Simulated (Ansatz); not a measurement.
This script for the Ansatz DFT code, driven from Python starts 2 runs on Sn, space group I4/mmm. What input does the engine get in each?

`paw_lapw_sn.py`:
```python
"""Checking the PAW result for Sn with LAPW."""

import ansatz
import numpy as np

FILLING = "Methfessel-Paxton"
SMEARING_WIDTH = 0.15
XC = "LDA"


def count_gap(report):
    # lowest empty less highest filled band, counting bands; zero where they overlap
    return max(report.get("gap_by_band_count_ev") or 0.0, 0.0)


def main() -> None:
    xtal = (
        ansatz.Lattice.from_parameters(3.1815, 3.1815, 5.8313, alpha=90, beta=90, gamma=90)
        .space_group(139, hermann_mauguin="I4/mmm")
        .atom("Sn", (0.0, 0.0, 0.0))
        .primitive()
    )

    job = (
        xtal.calculation()
        .occupations(FILLING, width=SMEARING_WIDTH)
        .kpoints(15)
        .functional(XC)
        .stress()
        .forces()
        .band_table()
    )
    variants = {
        "PAW": job.pseudopotentials("paw"),
        "LAPW": job.pseudopotentials("all_electron", lapw=True),
    }
    # totals differ by the cores that each treatment holds, so compare what does not depend on them
    rows = []
    for label, variant in variants.items():
        rep = variant.run(threads=1).report
        levels = np.array(rep["eigenvalues_ev"][0]) - rep["fermi_energy_ev"]
        print(label, "levels at the first k-point near E_F:", np.round(levels[np.abs(levels) < 5], 3))
        rows.append((label, rep["n_electrons"], np.trace(rep["stress_gpa"]) / 3, count_gap(rep)))
    for row in rows:
        print("; ".join(f"{name} = {round(v, 4) if isinstance(v, float) else v}" for name, v in zip(["treatment", "electrons in bands", "P GPa", "gap by band count eV"], row)))


if __name__ == "__main__":
    main()
```

Run 1:
```yaml
crystal:
  lattice:
    a: 3.1815
    b: 3.1815
    c: 5.8313
    alpha: 90.0
    beta: 90.0
    gamma: 90.0
  space_group: 139
  setting:
    hermann_mauguin: I4/mmm
  atoms:
    - { symbol: Sn, position: [0.0, 0.0, 0.0] }
  reduce_to_primitive: true
kpoints:
  mp_grid:
    grid: [15, 15, 15]
hamiltonian:
  xc: lda
  pseudopotentials:
    kind: paw
scf:
  occupations:
    method: methfessel_paxton
    width: 0.15
output:
  forces: true
  stress: true
  eigenvalues: true
```

Run 2, against run 1:
```diff
-    kind: paw
+    kind: all_electron
+    lapw: {}
```

```console
$ python paw_lapw_sn.py
DeckWarning: basis.ecutwfc = 420 eV, auto-derived from the records' recommended cutoffs: set by Sn (normal level)
PAW levels at the first k-point near E_F: []
LAPW levels at the first k-point near E_F: []
treatment = PAW; electrons in bands = 14.0; P GPa = -5.2001; gap by band count eV = 0.0
treatment = LAPW; electrons in bands = 22.0; P GPa = -5.1906; gap by band count eV = 0.0
```
(Warnings from the package without file and line.)

PAW gives -5.200 GPa and LAPW -5.191 GPa, 0.010 GPa apart. They took 6.2 and 27.6 s of processor time.

Caveats:
- The computed bands are complete only to about 5.6 eV above the Fermi level.
- A gap by band count of zero or less means overlapping bands, a metal.
- At these settings the cell as given stands under about -5 GPa, so it isn't at this functional's equilibrium volume.
- This isn't the structure that Sn takes at ambient conditions.
- Levels are Kohn-Sham eigenvalues on this mesh, without spin-orbit coupling.
- Pressure is positive in compression; the treatments may keep other shells as core, so totals and counts of electrons can differ.
- Timing: 35 s on 1 thread of Arm Neoverse V1, on a shared host, peak memory 0.52 GiB.
